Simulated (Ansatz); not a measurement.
# H₅InO₂SSi: one species, many methods

An exercise on one series of results from a longer session: the logs are not shown, and one member is left open.

Program: Ansatz 0.2.0, Gaussian basis. Level of theory: functionals in def2-TZVPP, the program's frozen cores in correlated methods. These are calculated values, not measurements.

Plan: LDA (SPW92), PBE-D4, revPBE-D4, BLYP-D4, r2SCAN-D4, B97M-V, PBE0-D4, B3LYP-D4, r2SCANh-D4, r2SCAN0-D4, HSE06-D4, BHLYP-D4, CAM-B3LYP-D4, LC-ωPBE, ωB97X-V, ωB97M-V, B2PLYP, PBE-QIDH; CCSD(T)/def2-SVP; CCSD(T)/def2-TZVPP; MP2/def2-QZVPP; extrapolation to the limit; RPA on PBE.

## The geometry

The geometry comes from an earlier relaxation with PBE0-D4 in a triple-zeta def2 set; it is a stationary point, not always the lowest conformer. In takes the def2 core potential; no spin-orbit term is included.

SMILES `[OH][In]([SH])[O][SiH3]`, 10 atoms, charge 0, spin multiplicity 1.

Atoms are counted from 1 here; the program's logs count them from 0.

Bond lengths: O1–In2 1.964 Å, O1–H6 0.961 Å, In2–S3 2.350 Å, In2–O4 1.982 Å, S3–H7 1.346 Å, O4–Si5 1.627 Å, Si5–H8 1.488 Å, Si5–H9 1.488 Å, Si5–H10 1.498 Å. Angles: In2–O1–H6 110.9°, O1–In2–S3 126.9°, O1–In2–O4 112.7°, S3–In2–O4 120.5°, In2–S3–H7 91.4°, In2–O4–Si5 134.4°, O4–Si5–H8 110.7°, O4–Si5–H9 110.7°, O4–Si5–H10 111.0°, H8–Si5–H9 108.8°, H8–Si5–H10 107.7°, H9–Si5–H10 107.7°.

Set-up of the first run:

File in.yaml:

```yaml
crystal:
  periodic: [false, false, false]
  atoms:
    - {symbol: O, position_ang: [-1.802735, 2.163764, 1.569466]}
    - {symbol: In, position_ang: [-0.257545, 1.237264, 0.787332]}
    - {symbol: S, position_ang: [1.989654, 1.917895, 0.881344]}
    - {symbol: O, position_ang: [-0.764414, -0.431931, -0.154472]}
    - {symbol: Si, position_ang: [0.061056, -1.576267, -0.965026]}
    - {symbol: H, position_ang: [-2.616710, 1.683231, 1.393403]}
    - {symbol: H, position_ang: [2.380387, 0.842772, 0.171939]}
    - {symbol: H, position_ang: [-0.406751, -1.664086, -2.374870]}
    - {symbol: H, position_ang: [-0.109276, -2.906017, -0.319203]}
    - {symbol: H, position_ang: [1.526335, -1.266615, -0.989914]}
basis:
  gaussian: {orbitals: def2-TZVPP}
hamiltonian: {xc: lda}
output: {orbitals: {seedname: orbitals}}
```

On the command line:

```console
$ ansatz run in.yaml --threads 4 --pin off --events-out ev --progress --plain --max-ram 10444MiB
```

Steps of the session up to this table: LDA; PBE-D4 (GGA); revPBE-D4 (GGA); BLYP-D4 (GGA); r2SCAN-D4 (meta-GGA); B97M-V (meta-GGA); PBE0-D4 (hybrid); B3LYP-D4 (hybrid); r2SCANh-D4 (hybrid); r2SCAN0-D4 (hybrid); HSE06-D4 (hybrid); BHLYP-D4 (hybrid); CAM-B3LYP-D4 (range-separated); LC-ωPBE (range-separated); ωB97X-V (range-separated); ωB97M-V (range-separated); B2PLYP (double hybrid); PBE-QIDH (double hybrid).

One of the session's tables, all rows but one given; the rest of the session is left out.

It belongs to the step «Orbital energies across the functionals». 

```
  functional  HOMO (eV)  LUMO (eV)  gap (eV)
 LDA (SPW92)      -6.93      -3.23      3.69
      PBE-D4      -6.77      -2.93      3.84
   revPBE-D4      -6.70      -2.80      3.90
     BLYP-D4      -6.61      -2.88      3.73
   r2SCAN-D4      -7.07      -2.70      4.37
      B97M-V      -7.13      -2.82      4.31
     PBE0-D4          ?          ?         ?
    B3LYP-D4      -7.79      -2.35      5.44
  r2SCANh-D4      -7.54      -2.38      5.16
  r2SCAN0-D4      -8.24      -1.90      6.34
    HSE06-D4      -7.64      -2.40      5.23
    BHLYP-D4      -9.15      -1.17      7.98
CAM-B3LYP-D4      -9.37      -1.09      8.28
     LC-ωPBE     -10.78       0.21     10.99
     ωB97X-V     -10.41       0.01     10.42
     ωB97M-V     -10.26      -0.17     10.08
```

Estimate the missing values for PBE0-D4.

As computed: HOMO (eV): -8.04; LUMO (eV): -2.03; gap (eV): 6.01. In the column «HOMO (eV)» it lies between r2SCAN0-D4 (-8.24) and B3LYP-D4 (-7.79).
